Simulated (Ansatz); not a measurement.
# C₂H₈FNSi: basis-set convergence

One table from this session's results is given with a row withheld; the runs are named, their logs left out.

Computed with Ansatz 0.2.0, Gaussian basis. Level: one geometry, several basis sets.

Levels to be run: PBE0-D4/def2-SVP; ωB97M-V/def2-SVP; PBE0-D4/def2-QZVPP; ωB97M-V/def2-QZVPP; the functionals' def2-TZVPP values are taken from earlier runs.

## The geometry

An earlier PBE0-D4 in a triple-zeta def2 set relaxation fixed the geometry.

SMILES `NCC[SiH2]F`, 13 atoms, charge 0, spin multiplicity 1.

Atoms are counted from 1 here; the program's logs count them from 0.

Bond lengths: N1–C2 1.455 Å, N1–H6 1.013 Å, N1–H7 1.013 Å, C2–C3 1.521 Å, C2–H8 1.095 Å, C2–H9 1.101 Å, C3–Si4 1.858 Å, C3–H10 1.097 Å, C3–H11 1.097 Å, Si4–F5 1.606 Å, Si4–H12 1.486 Å, Si4–H13 1.485 Å. Angles: C2–N1–H6 110.2°, C2–N1–H7 110.7°, H6–N1–H7 106.9°, N1–C2–C3 110.5°, N1–C2–H8 107.6°, N1–C2–H9 113.6°, C3–C2–H8 109.4°, C3–C2–H9 109.1°, H8–C2–H9 106.5°, C2–C3–Si4 114.8°, C2–C3–H10 110.2°, C2–C3–H11 109.3°, Si4–C3–H10 108.3°, Si4–C3–H11 107.7°, H10–C3–H11 106.1°, C3–Si4–F5 109.8°, C3–Si4–H12 111.3°, C3–Si4–H13 111.2° and more.

Set-up of the first run:

Contents of in.yaml:

```yaml
crystal:
  periodic: [false, false, false]
  atoms:
    - {symbol: N, position_ang: [-0.392935, 1.653258, 1.376537]}
    - {symbol: C, position_ang: [-0.507825, 0.803946, 0.200163]}
    - {symbol: C, position_ang: [0.447970, -0.375274, 0.298816]}
    - {symbol: Si, position_ang: [0.290391, -1.623243, -1.069206]}
    - {symbol: F, position_ang: [0.633818, -0.932024, -2.477628]}
    - {symbol: H, position_ang: [0.539589, 2.045731, 1.434442]}
    - {symbol: H, position_ang: [-1.036801, 2.432846, 1.318515]}
    - {symbol: H, position_ang: [-1.538052, 0.434658, 0.158192]}
    - {symbol: H, position_ang: [-0.328110, 1.335081, -0.747189]}
    - {symbol: H, position_ang: [1.486318, -0.021144, 0.323413]}
    - {symbol: H, position_ang: [0.281523, -0.898139, 1.249224]}
    - {symbol: H, position_ang: [-1.098102, -2.143197, -1.168173]}
    - {symbol: H, position_ang: [1.242416, -2.747201, -0.882404]}
basis:
  gaussian: {orbitals: def2-SVP}
hamiltonian: {xc: pbe0, dispersion: d4}
output: {orbitals: {seedname: orbitals}}
```

Started as:

```console
$ ansatz run in.yaml --threads 4 --pin off --events-out ev --progress --plain --max-ram 10444MiB
```

Among the steps run: PBE0-D4 in def2-SVP; ωB97M-V in def2-SVP; PBE0-D4 in def2-QZVPP; ωB97M-V in def2-QZVPP.

One of the session's tables, all rows but one given; the rest of the session is left out.

| functional | basis | HOMO (eV) | LUMO (eV) |
| --- | --- | --- | --- |
| PBE0-D4 | def2-SVP | ? | ? |
| PBE0-D4 | def2-TZVPP | -7.04 | 0.44 |
| PBE0-D4 | def2-QZVPP | -7.10 | 0.22 |
| ωB97M-V | def2-SVP | -9.17 | 2.97 |
| ωB97M-V | def2-TZVPP | -9.47 | 2.11 |
| ωB97M-V | def2-QZVPP | -9.52 | 1.58 |

**Question.** Estimate the row for PBE0-D4, def2-SVP.

As computed: HOMO (eV): -6.75; LUMO (eV): 1.04. In the column «HOMO (eV)» it is the highest.
